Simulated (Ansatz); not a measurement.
# B2RuN3: the cost of one run

Program: Ansatz 0.2.0. Level of theory: DFT PBE, scalar-relativistic, plane waves, PAW, unless a step names another level. These are calculated values, not measurements.

## (1) The structure to begin with

The structure is trigonal, space group P3m1 (No. 156). The conventional cell has a = 2.646 Å, b = 2.646 Å, c = 7.473 Å, α = 90.00°, β = 90.00°, γ = 120.00°. B (site symmetry 3m) has 4 N at 1.54 to 1.60 Å as nearest neighbours. Around B (site symmetry 3m) lie 4 N at 1.59 to 1.62 Å. Ru (site symmetry 3m) has 4 N at 1.96 to 2.13 Å as nearest neighbours. N (site symmetry 3m) has 1 B at 1.54 Å and 3 Ru at 1.96 Å as nearest neighbours. N (site symmetry 3m) has 4 B at 1.60 to 1.62 Å as nearest neighbours. Around N (site symmetry 3m) lie 3 B at 1.59 Å and 1 Ru at 2.13 Å.

Coordinates:

```
B Ru N
1.0
     2.64621    0.00000    0.00000
    -1.32311    2.29169    0.00000
     0.00000    0.00000    7.47303
B Ru N
2 1 3
Direct
  0.66667 0.33333 0.61207
  0.33333 0.66667 0.32968
  0.00000 0.00000 0.98396
  0.66667 0.33333 0.81875
  0.33333 0.66667 0.54670
  0.00000 0.00000 0.26884
```

It came out lowest among 20 distinct ends of the trial cells. At a tolerance of 0.05 Å it has space group P3m1 (No. 156).

## (2) Relaxing to 0.001 eV/Å, on the response runs' mesh and smearing

input.yaml

```yaml
crystal:
  lattice:
    - [2.6462120949, 0.0, 0.0]
    - [-1.3231060475, 2.2916868979, 0.0]
    - [0.0, 0.0, 7.4730346485]
  atoms:
    - { symbol: B, position: [0.6666666667, 0.3333333333, 0.6120694057] }
    - { symbol: B, position: [0.3333333333, 0.6666666667, 0.3296799374] }
    - { symbol: Ru, position: [0.0, 0.0, 0.9839648287] }
    - { symbol: "N", position: [0.6666666667, 0.3333333333, 0.8187464321] }
    - { symbol: "N", position: [0.3333333333, 0.6666666667, 0.5467021409] }
    - { symbol: "N", position: [0.0, 0.0, 0.2688372552] }
basis:
  ecutwfc: 420
kpoints:
  mp_grid: { grid: [12, 12, 4] }
hamiltonian:
  xc: pbe
scf:
  occupations: { method: gaussian, width: 0.1 }
output:
  forces: true
  stress: true
  eigenvalues: true
relax:
  adjacent_minimum: "off"
  f_tol: 0.001
  max_steps: 60
  cell: { stress_tol: 0.01 }
```

Run with:

```
ansatz run input.yaml --threads 3 --pin off --max-ram 7680MiB --backend cpu --events-out ev --progress --plain --runs-dir out
```

Q: Estimate wall time and peak memory on 3 threads of Arm Neoverse V2, shared host.

About 8.8 s, with a peak of 0.41 GiB.
